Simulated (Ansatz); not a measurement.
**ClFGeH₂N radical: up Jacob's ladder to CCSD(T)**

One table from this session's results is given with a row withheld; the runs are named, their logs left out.

Computed with Ansatz 0.2.0, Gaussian basis. Level: functionals in def2-TZVPP, the program's frozen cores in correlated methods.

Levels to be run: LDA (SPW92), PBE-D4, revPBE-D4, BLYP-D4, r2SCAN-D4, B97M-V, PBE0-D4, B3LYP-D4, r2SCANh-D4, r2SCAN0-D4, HSE06-D4, BHLYP-D4, CAM-B3LYP-D4, LC-ωPBE, ωB97X-V, ωB97M-V, B2PLYP, PBE-QIDH; CCSD(T)/def2-SVP; CCSD(T)/def2-TZVPP; MP2/def2-QZVPP; extrapolation to the limit; RPA on PBE.

## The geometry

An earlier PBE0-D4 in a triple-zeta def2 set relaxation fixed the geometry.

SMILES `[NH2][Ge]([F])[Cl]`, 6 atoms, charge 0, spin multiplicity 2.

Atoms are counted from 1 here; the program's logs count them from 0.

Bond lengths: N1–Ge2 1.833 Å, N1–H5 1.013 Å, N1–H6 1.012 Å, Ge2–F3 1.741 Å, Ge2–Cl4 2.161 Å. Angles: Ge2–N1–H5 114.0°, Ge2–N1–H6 114.9°, H5–N1–H6 109.8°, N1–Ge2–F3 103.1°, N1–Ge2–Cl4 107.4°, F3–Ge2–Cl4 107.9°.

The first run:

in.yaml

```yaml
crystal:
  periodic: [false, false, false]
  atoms:
    - {symbol: N, position_ang: [0.006099, 0.949491, -0.165969]}
    - {symbol: Ge, position_ang: [-0.245387, -0.765987, 0.428783]}
    - {symbol: F, position_ang: [1.318166, -1.196693, 1.060813]}
    - {symbol: Cl, position_ang: [-0.623940, -2.000026, -1.304409]}
    - {symbol: H, position_ang: [0.392412, 1.574504, 0.531441]}
    - {symbol: H, position_ang: [-0.805251, 1.374809, -0.596760]}
basis:
  gaussian: {orbitals: def2-TZVPP}
magnetization: {spin_polarized: true, initial_magnetization: 1}
hamiltonian: {xc: lda}
output: {orbitals: {seedname: orbitals}}
```

Run with:

```sh
$ ansatz run in.yaml --threads 2 --pin off --events-out ev --progress --plain --max-ram 22528MiB --backend cpu
```

Steps of the session up to this table: LDA; PBE-D4 (GGA); revPBE-D4 (GGA); BLYP-D4 (GGA); r2SCAN-D4 (meta-GGA); B97M-V (meta-GGA); B3LYP-D4 (hybrid); r2SCANh-D4 (hybrid); r2SCAN0-D4 (hybrid); HSE06-D4 (hybrid); BHLYP-D4 (hybrid); CAM-B3LYP-D4 (range-separated); LC-ωPBE (range-separated); ωB97X-V (range-separated); ωB97M-V (range-separated); B2PLYP (double hybrid); PBE-QIDH (double hybrid).

One table of the session follows, with a row left open; its other results are not shown here.

It belongs to the step «Frontier levels by functional». 

```
  functional  HOMO (eV)  LUMO (eV)  gap (eV)
 LDA (SPW92)      -5.71      -4.91      0.80
      PBE-D4      -5.61      -4.53      1.08
   revPBE-D4      -5.56      -4.39      1.18
     BLYP-D4      -5.45      -4.54      0.92
   r2SCAN-D4      -6.03      -4.23      1.80
      B97M-V      -5.89      -4.51      1.38
     PBE0-D4      -6.90      -3.65      3.24
    B3LYP-D4      -6.64      -4.05      2.59
  r2SCANh-D4      -6.50      -3.91      2.60
  r2SCAN0-D4      -7.21      -3.42      3.80
    HSE06-D4      -6.50      -4.02      2.48
    BHLYP-D4      -8.03      -2.85      5.19
CAM-B3LYP-D4      -8.19      -2.78      5.41
     LC-ωPBE      -9.57      -1.40      8.17
     ωB97X-V      -9.09      -1.77      7.32
     ωB97M-V          ?          ?         ?
```

**Question.** Estimate the row for ωB97M-V.

As computed: HOMO (eV): -8.92; LUMO (eV): -1.83; gap (eV): 7.09. In the column «HOMO (eV)» it lies between ωB97X-V (-9.09) and CAM-B3LYP-D4 (-8.19).
